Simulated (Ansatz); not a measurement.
# C2H8Si2: one species, many methods

The task here is to estimate one member of a computed series from the others.

Program: Ansatz 0.2.0, Gaussian basis. Level of theory: functionals in def2-TZVPP, the program's frozen cores in correlated methods. These are calculated values, not measurements.

Levels to be run: LDA (SPW92), PBE-D4, revPBE-D4, BLYP-D4, r2SCAN-D4, B97M-V, PBE0-D4, B3LYP-D4, r2SCANh-D4, r2SCAN0-D4, HSE06-D4, BHLYP-D4, CAM-B3LYP-D4, LC-ωPBE, ωB97X-V, ωB97M-V, B2PLYP, PBE-QIDH; CCSD(T)/def2-SVP; CCSD(T)/def2-TZVPP; MP2/def2-QZVPP; extrapolation to the limit; RPA on PBE.

## Structure used throughout

The geometry comes from an earlier relaxation with PBE0-D4 in a triple-zeta def2 set; it is a stationary point, not always the lowest conformer.

SMILES `C=C[SiH2][SiH3]`, 12 atoms, charge 0, spin multiplicity 1.

Atoms are counted from 1 here; the program's logs count them from 0.

Bond lengths: C1–C2 1.330 Å, C1–H5 1.086 Å, C1–H6 1.086 Å, C2–Si3 1.862 Å, C2–H7 1.089 Å, Si3–Si4 2.343 Å, Si3–H8 1.491 Å, Si3–H9 1.489 Å, Si4–H10 1.488 Å, Si4–H11 1.489 Å, Si4–H12 1.489 Å. Angles: C2–C1–H5 121.8°, C2–C1–H6 122.1°, H5–C1–H6 116.1°, C1–C2–Si3 123.5°, C1–C2–H7 118.1°, Si3–C2–H7 118.3°, C2–Si3–Si4 110.6°, C2–Si3–H8 110.5°, C2–Si3–H9 108.8°, Si4–Si3–H8 108.4°, Si4–Si3–H9 109.9°, H8–Si3–H9 108.7°, Si3–Si4–H10 110.4°, Si3–Si4–H11 110.1°, Si3–Si4–H12 111.0°, H10–Si4–H11 108.3°, H10–Si4–H12 108.6°, H11–Si4–H12 108.4°.

The first run:

File in.yaml:

```yaml
crystal:
  periodic: [false, false, false]
  atoms:
    - {symbol: C, position_ang: [0.261401, 2.320918, -0.165271]}
    - {symbol: C, position_ang: [0.214420, 1.229994, 0.594566]}
    - {symbol: Si, position_ang: [-0.877470, -0.232189, 0.226911]}
    - {symbol: Si, position_ang: [0.416057, -2.109803, -0.312177]}
    - {symbol: H, position_ang: [-0.363304, 2.431221, -1.047218]}
    - {symbol: H, position_ang: [0.923247, 3.152679, 0.059314]}
    - {symbol: H, position_ang: [0.867883, 1.181469, 1.464698]}
    - {symbol: H, position_ang: [-1.718280, -0.565517, 1.411824]}
    - {symbol: H, position_ang: [-1.772578, 0.110723, -0.913125]}
    - {symbol: H, position_ang: [1.217636, -1.851577, -1.539070]}
    - {symbol: H, position_ang: [1.352900, -2.422434, 0.802305]}
    - {symbol: H, position_ang: [-0.445013, -3.300785, -0.548756]}
basis:
  gaussian: {orbitals: def2-TZVPP}
hamiltonian: {xc: lda}
output: {orbitals: {seedname: orbitals}}
```

Steps of the session up to this table: LDA; PBE-D4 (GGA); revPBE-D4 (GGA); BLYP-D4 (GGA); r2SCAN-D4 (meta-GGA); B97M-V (meta-GGA); PBE0-D4 (hybrid); B3LYP-D4 (hybrid); r2SCANh-D4 (hybrid); r2SCAN0-D4 (hybrid); HSE06-D4 (hybrid); BHLYP-D4 (hybrid); CAM-B3LYP-D4 (range-separated); LC-ωPBE-D4 (range-separated; the results give it without D4); ωB97X-V (range-separated); ωB97M-V (range-separated); B2PLYP (double hybrid); PBE-QIDH (double hybrid).

One of the session's tables, all rows but one given; the rest of the session is left out.

It belongs to the step «Frontier levels by functional». 

```
  functional  HOMO (eV)  gap (eV)
 LDA (SPW92)      -6.70      4.86
      PBE-D4      -6.58      4.95
   revPBE-D4      -6.53      4.98
     BLYP-D4      -6.42      4.95
   r2SCAN-D4      -6.79      5.36
      B97M-V      -6.86      5.40
     PBE0-D4      -7.63      6.98
    B3LYP-D4      -7.43      6.57
  r2SCANh-D4      -7.18      6.11
  r2SCAN0-D4      -7.77      7.22
    HSE06-D4      -7.24      6.20
    BHLYP-D4      -8.56      8.99
CAM-B3LYP-D4      -8.89      9.39
     LC-ωPBE     -10.22     11.84
     ωB97X-V          ?         ?
     ωB97M-V      -9.70     11.06
```

**Question.** Estimate the row for ωB97X-V.

As computed: HOMO (eV): -9.87; gap (eV): 11.41. In the column «HOMO (eV)» it lies between LC-ωPBE (-10.22) and ωB97M-V (-9.70).
